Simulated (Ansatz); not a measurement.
# CH₆FNSSi: a ladder of functionals and wavefunction methods

One table from this session's results is given with a row withheld; the runs are named, their logs left out.

Computed with Ansatz 0.2.0, Gaussian basis. Level: functionals in def2-TZVPP, the program's frozen cores in correlated methods.

Levels to be run: LDA (SPW92), PBE-D4, revPBE-D4, BLYP-D4, r2SCAN-D4, B97M-V, PBE0-D4, B3LYP-D4, r2SCANh-D4, r2SCAN0-D4, HSE06-D4, BHLYP-D4, CAM-B3LYP-D4, LC-ωPBE, ωB97X-V, ωB97M-V, B2PLYP, PBE-QIDH; CCSD(T)/def2-SVP; CCSD(T)/def2-TZVPP; MP2/def2-QZVPP; extrapolation to the limit; RPA on PBE.

### The relaxed structure

All runs share one geometry, relaxed beforehand with PBE0-D4 in a triple-zeta def2 set.

SMILES `NC(F)([SiH3])S`, 11 atoms, charge 0, spin multiplicity 1.

Atoms are counted from 1 here; the program's logs count them from 0.

Bond lengths: N1–C2 1.399 Å, N1–H6 1.012 Å, N1–H7 1.013 Å, C2–F3 1.417 Å, C2–Si4 1.910 Å, C2–S5 1.830 Å, Si4–H8 1.480 Å, Si4–H9 1.483 Å, Si4–H10 1.490 Å, S5–H11 1.342 Å. Angles: C2–N1–H6 113.0°, C2–N1–H7 112.8°, H6–N1–H7 111.1°, N1–C2–F3 112.7°, N1–C2–Si4 112.9°, N1–C2–S5 110.7°, F3–C2–Si4 107.2°, F3–C2–S5 102.4°, Si4–C2–S5 110.3°, C2–Si4–H8 108.7°, C2–Si4–H9 108.4°, C2–Si4–H10 108.8°, H8–Si4–H9 111.0°, H8–Si4–H10 110.4°, H9–Si4–H10 109.5°, C2–S5–H11 94.7°.

Coordinates:

```xyz
11

N    -0.2559    0.9379    1.1117
C     0.0487    0.5320   -0.1917
F     1.0578    1.3258   -0.7902
Si    0.6268   -1.2855   -0.2883
S    -1.3787    0.8056   -1.3038
H     0.5106    0.7999    1.7576
H    -0.6036    1.8884    1.1558
H     1.1301   -1.5524   -1.6544
H    -0.5259   -2.1616    0.0328
H     1.7082   -1.4996    0.7138
H    -2.2529    0.1525   -0.5227
```

The first run:

in.yaml

```yaml
crystal:
  periodic: [false, false, false]
  atoms:
    - {symbol: N, position_ang: [-0.255857, 0.937854, 1.111668]}
    - {symbol: C, position_ang: [0.048723, 0.531964, -0.191737]}
    - {symbol: F, position_ang: [1.057819, 1.325807, -0.790194]}
    - {symbol: Si, position_ang: [0.626818, -1.285479, -0.288335]}
    - {symbol: S, position_ang: [-1.378658, 0.805594, -1.303789]}
    - {symbol: H, position_ang: [0.510615, 0.799933, 1.757554]}
    - {symbol: H, position_ang: [-0.603608, 1.888439, 1.155777]}
    - {symbol: H, position_ang: [1.130121, -1.552426, -1.654357]}
    - {symbol: H, position_ang: [-0.525899, -2.161629, 0.032754]}
    - {symbol: H, position_ang: [1.708196, -1.499605, 0.713827]}
    - {symbol: H, position_ang: [-2.252868, 0.152549, -0.522666]}
basis:
  gaussian: {orbitals: def2-TZVPP}
hamiltonian: {xc: lda}
output: {orbitals: {seedname: orbitals}}
```

Steps of the session up to this table: LDA; PBE-D4 (GGA); revPBE-D4 (GGA); BLYP-D4 (GGA); r2SCAN-D4 (meta-GGA); B97M-V (meta-GGA); PBE0-D4 (hybrid); B3LYP-D4 (hybrid); r2SCANh-D4 (hybrid); r2SCAN0-D4 (hybrid); HSE06-D4 (hybrid); BHLYP-D4 (hybrid); CAM-B3LYP-D4 (range-separated); LC-ωPBE (range-separated); ωB97X-V (range-separated); ωB97M-V (range-separated); B2PLYP (double hybrid); PBE-QIDH (double hybrid).

One table of the session follows, with a row left open; its other results are not shown here.

It belongs to the step «Frontier levels by functional». 

| functional | HOMO (eV) | gap (eV) |
| --- | --- | --- |
| LDA (SPW92) | ? | ? |
| PBE-D4 | -5.96 | 4.90 |
| revPBE-D4 | -5.90 | 4.95 |
| BLYP-D4 | -5.82 | 4.88 |
| r2SCAN-D4 | -6.22 | 5.44 |
| B97M-V | -6.37 | 5.47 |
| PBE0-D4 | -7.19 | 7.09 |
| B3LYP-D4 | -6.97 | 6.63 |
| r2SCANh-D4 | -6.68 | 6.25 |
| r2SCAN0-D4 | -7.36 | 7.44 |
| HSE06-D4 | -6.79 | 6.31 |
| BHLYP-D4 | -8.32 | 9.15 |
| CAM-B3LYP-D4 | -8.54 | 9.48 |
| LC-ωPBE | -9.91 | 12.05 |
| ωB97X-V | -9.56 | 11.55 |
| ωB97M-V | -9.40 | 11.12 |

Q: Estimate the row for LDA (SPW92) from the others.

As computed: HOMO (eV): -6.09; gap (eV): 4.80. In the column «HOMO (eV)» it lies between r2SCAN-D4 (-6.22) and PBE-D4 (-5.96).
